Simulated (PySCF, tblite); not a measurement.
# C4H11FO2Si: geometry, infrared bands and NMR shifts

Aim: predict the infrared bands and NMR shifts of C4H11FO2Si (`CO[Si@@H](F)OC(C)C`).

Programs: tblite 0.8.0 and PySCF 2.14.0, with density-fitted response routines of our own. Each step states its level of theory. These are calculated values for one molecule in the gas phase, unless marked as measured. Atoms count from 0, in the outputs and in this text.

### 1 Starting geometry

19 atoms, charge 0, multiplicity 1; geometry from: force field or distance geometry start.

Bonds of the start (Å): C0–O1 1.39, O1–Si2 1.71, Si2–F3 1.66, Si2–O4 1.73, O4–C5 1.39, C5–C6 1.52, C5–C7 1.50, C0–H8 1.11, C0–H9 1.10, C0–H10 1.13, Si2–H11 1.47, C5–H12 1.11, C6–H13 1.09, C6–H14 1.12, C6–H15 1.12, C7–H16 1.13, C7–H17 1.10, C7–H18 1.11.

### 2 Relaxing the molecule with GFN2-xTB

The job: settings as JSON, then the geometry in Å.

```
{"job": {"kind": "relax", "xc": "GFN2-xTB", "basis": "xTB"}, "charge": 0, "multiplicity": 1}
C      2.833400     0.398400    -0.448600
O      2.779400    -0.512600     0.594100
Si     1.215100    -1.197900     0.547400
F      0.621100    -1.567800     2.047200
O      0.210000     0.026600    -0.158900
C     -1.125800    -0.105800     0.191500
C     -1.940900    -0.270300    -1.080300
C     -1.564300     1.174400     0.841600
H      2.535400    -0.094200    -1.396800
H      3.862200     0.774900    -0.500200
H      2.091800     1.222700    -0.215500
H      1.226000    -2.412200    -0.287500
H     -1.289500    -0.967300     0.876100
H     -1.625800     0.502600    -1.784600
H     -3.022600    -0.185100    -0.811700
H     -1.675900    -1.305100    -1.431300
H     -2.610900     1.436500     0.505100
H     -0.888800     1.992700     0.556100
H     -1.639600     1.098900     1.949000
```

Started as:

```bash
> OMP_NUM_THREADS=1 python probes_run.py task.json out
```

The driver reads the jobs from task.json and runs them one after another.

**Question.** This job is followed by: GFN2-xTB harmonic vibrations, gas phase; GIAO PBE0/pcSseg-1 NMR shielding, non-relativistic, gas phase. What will the session give for the following? strongest single infrared mode (GFN2-xTB); zero-point energy (GFN2-xTB); 13C shifts against TMS (PBE0/pcSseg-1); 1H shifts against TMS (PBE0/pcSseg-1, means over atoms taken as alike); 17O shifts against H2O (PBE0/pcSseg-1); 29Si shifts against TMS (PBE0/pcSseg-1); 19F shifts against CFCl3 (PBE0/pcSseg-1).

**Answer**, as computed:

| quantity | value |
| --- | --- |
| strongest single infrared mode (GFN2-xTB) | 1173 cm⁻¹, 227 km/mol |
| zero-point energy (GFN2-xTB) | 94.1 kcal/mol |
| 13C shifts against TMS (PBE0/pcSseg-1) | 68.2, 51.4, 27.6, 27.3 ppm |
| 1H shifts against TMS (PBE0/pcSseg-1, means over atoms taken as alike) | 4.50, 4.37, 3.88, 1.29, 1.24 ppm |
| 17O shifts against H2O (PBE0/pcSseg-1) | 96.5, 27.2 ppm |
| 29Si shifts against TMS (PBE0/pcSseg-1) | -67.4 ppm |
| 19F shifts against CFCl3 (PBE0/pcSseg-1) | -154.3 ppm |

The optimisation took 103 steps and gained 1.250 eV; among the close pairs (by a distance rule), Si2–O4 changed most, from 1.734 to 1.606 Å. No mode is imaginary among the 51: a minimum at this level. The strongest single mode, at 1173 cm⁻¹, is spread over many atoms; the largest shares are those of C5. Unscaled tight-binding wavenumbers are off by several per cent, some by more. Its intensities can rank the bands wrongly. The most deshielded carbon is C5 (sp3 CH bonded to O), at 68.2 ppm: deshielded by the electronegative neighbour. At PBE0/pcSseg-1: The widest tensor belongs to F3: span 125 ppm, with a paramagnetic part of -146 ppm.
